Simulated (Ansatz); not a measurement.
# CaH: from a guess to a relaxed structure

The task: take a trial cell of CaH to zero force and stress.

Method: DFT PBE, scalar-relativistic, plane waves, PAW, in Ansatz 0.2.0.

**1. The starting structure**

The structure is hexagonal, space group P6_3/mmc (No. 194). Conventional cell: a = 3.719 Å, b = 3.719 Å, c = 4.699 Å, α = 90.00°, β = 90.00°, γ = 120.00°. Around Ca (site symmetry -6m2) lie 6 H at 2.45 Å. H (site symmetry -3m) is surrounded by 2 H at 2.35 Å and 6 Ca at 2.45 Å.

Coordinates:

```xyz
4
Lattice="3.7189 0.0000 0.0000 -1.8594 3.2206 0.0000 0.0000 0.0000 4.6990" Properties=species:S:1:pos:R:3 pbc="T T T"
Ca    0.0000    2.1471    1.1747
Ca    1.8594    1.0735    3.5242
H     0.0000    0.0000    0.0000
H     0.0000    0.0000    2.3495
```

Recipe of the guess: species swapped into a database cell of FeSb (P6_3/mmc, No. 194), with H on the Fe sites and Ca on the Sb sites. Lengths come from tabulated atomic sizes and are only a guess.

**2. A first look at the guess**

File input.yaml:

```yaml
crystal:
  lattice:
    - [3.71887599, 0.0, 0.0]
    - [-1.859438, 3.22064108, 0.0]
    - [0.0, 0.0, 4.6989756]
  atoms:
    - { symbol: Ca, position: [0.33333333, 0.66666667, 0.25] }
    - { symbol: Ca, position: [0.66666667, 0.33333333, 0.75] }
    - { symbol: H, position: [0.0, 0.0, 0.0] }
    - { symbol: H, position: [0.0, 0.0, 0.5] }
basis:
  ecutwfc: 420
kpoints:
  mp_grid: { grid: [6, 6, 4] }
hamiltonian:
  xc: pbe
scf:
  occupations: { method: gaussian, width: 0.1 }
  lower_state_search: "off"
output:
  forces: true
  stress: true
  eigenvalues: true
```

Launch:

```console
> ansatz run input.yaml --threads 1 --pin off --max-ram 2048MiB --backend cpu --events-out ev --progress --plain --runs-dir out
```

The session goes on with these runs: a loose first relaxation; relaxation on the finer mesh.

Q: Predict the outcome of this session. Wanted: conventional cell; volume; energy over the elements; gap on the mesh.

**Answer**, as computed:

```
                                                              quantity                                                                       value
                                symmetry at the end (tolerance 0.05 Å)                                              space group P6_3/mmc (No. 194)
                                                     conventional cell  a = 3.717 Å, b = 3.717 Å, c = 5.795 Å, α = 90.00°, β = 90.00°, γ = 120.00°
                                                                volume                                                               17.33 Å³/atom
energy over the elements (uncorrected; H, N, O, F and Cl as molecules)                                                               -0.23 eV/atom
                                                       gap on the mesh                                                                none (metal)
```

In words: The space group P6_3/mmc (No. 194) is kept, and the volume per atom grows by 23.2 % from the first guess. It lies below the elements, which doesn't yet make it stable: competing phases were not computed in this session. No finished test with a distortion of lower symmetry is shown, so the end may be a saddle point.
